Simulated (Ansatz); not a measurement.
# Ga3As2P: the band gap up the ladder of functionals

One table from this session's results is given with a row withheld; the runs are named, their logs left out.

Program: Ansatz 0.2.0. PAW datasets, plane waves. Spin-unpolarised throughout. Whether this structure exists isn't addressed.

### The system as given

The cell was relaxed beforehand with r2SCAN.

It is orthorhombic, Imm2 (No. 44); a = 3.955 Å, b = 11.865 Å, c = 5.593 Å in the conventional setting, 21.87 Å³ an atom. Around P lie 4 Ga at 2.36–2.39 Å; around Ga lie 2 P at 2.39 Å and 2 As at 2.45 Å; around As lie 4 Ga at 2.44–2.45 Å; around Ga lie 1 P at 2.36 Å and 3 As at 2.44–2.45 Å.

Coordinates:

```
CELL_PARAMETERS angstrom
-1.97750 5.93264 2.79664
1.97750 -5.93264 2.79664
1.97750 5.93264 -2.79664
ATOMIC_POSITIONS crystal
P 0.00072 0.00072 0.00000
Ga 0.23910 0.73910 0.50000
As 0.33355 0.99958 0.33397
Ga 0.59324 0.75551 0.83772
As 0.66561 0.99958 0.66603
Ga 0.91779 0.75551 0.16228
```

Set-up of the first run:

File input.yaml:

```yaml
crystal:
  lattice:
    - [-1.9775012589, 5.9326358451, 2.7966422591]
    - [1.9775012589, -5.9326358451, 2.7966422591]
    - [1.9775012589, 5.9326358451, -2.7966422591]
  atoms:
    - { symbol: P, position: [0.0007177414, 0.0007177414, 0.0] }
    - { symbol: Ga, position: [0.2390953774, 0.7390953774, 0.5] }
    - { symbol: As, position: [0.3335514082, -0.0004186482, 0.3339700564] }
    - { symbol: Ga, position: [0.593236667, 0.7555120888, 0.8377245782] }
    - { symbol: As, position: [0.6656112954, -0.0004186482, 0.6660299436] }
    - { symbol: Ga, position: [0.9177875106, 0.7555120888, 0.1622754218] }
kpoints:
  mp_grid: { grid: [8, 8, 8] }
  band_path:
    path:
      - [[0.0, 0.0, 0.0], [0.5, -0.5, 0.5], [0.277776541052, -0.277776541052, 0.722223458948]]
      - [[-0.277776541052, 0.277776541052, 0.277776541052], [0.0, 0.0, 0.0], [0.3055543994878, 0.3055543994878, -0.3055543994878]]
      - [[0.6944456005122, -0.3055543994878, 0.3055543994878], [0.5, -0.5, 0.5]]
      - [[0.0, 0.0, 0.0], [-2.153122821784e-17, 0.5, 2.153122821784e-17], [0.25, 0.25, 0.25], [0.5, 1.380826824287e-17, 2.153122821784e-17], [0.0, 0.0, 0.0], [-1.840373368391e-17, 1.840373368391e-17, 0.5], [0.25, 0.25, 0.25]]
    npoints: 10
hamiltonian:
  xc: pbe
scf:
  occupations: { method: fermi_dirac, width: 0.02 }
  n_extra_bands: 5
output:
  forces: true
  stress: true
  eigenvalues: true
```

Run with:

```sh
$ ansatz run input.yaml --threads 4 --pin off --max-ram 6451MiB --backend cpu --events-out ev --progress --plain --runs-dir out
```

Steps of the session up to this table: Band structure with PBE; Single point with r2SCAN; HSE06 at the same geometry; PBE+SOC at the same geometry; Single point with PBE0.

One of the session's tables, all rows but one given; the rest of the session is left out.

```
  level  gap (eV)
    PBE      0.87
 r2SCAN      1.38
  HSE06      1.80
PBE+SOC      0.80
   PBE0         ?
```

Q: Estimate the row for PBE0 from the others.

As computed: gap (eV): 2.42. In the column «gap (eV)» it is the highest.

Meshes: PBE 8×8×8, r2SCAN 8×8×8, HSE06 4×4×4, PBE+SOC 8×8×8, PBE0 4×4×4

What this shows: The gap runs from 0.80 eV (PBE+SOC) to 2.42 eV (PBE0). PBE reaches 48 % of the HSE06 value, and r2SCAN 77 %. PBE0 lies 0.62 eV above HSE06, which differs from it by screening the long-range exchange.

To keep in mind: Warnings in the runs' records: stress exchange threshold loose, stress scf threshold loose.
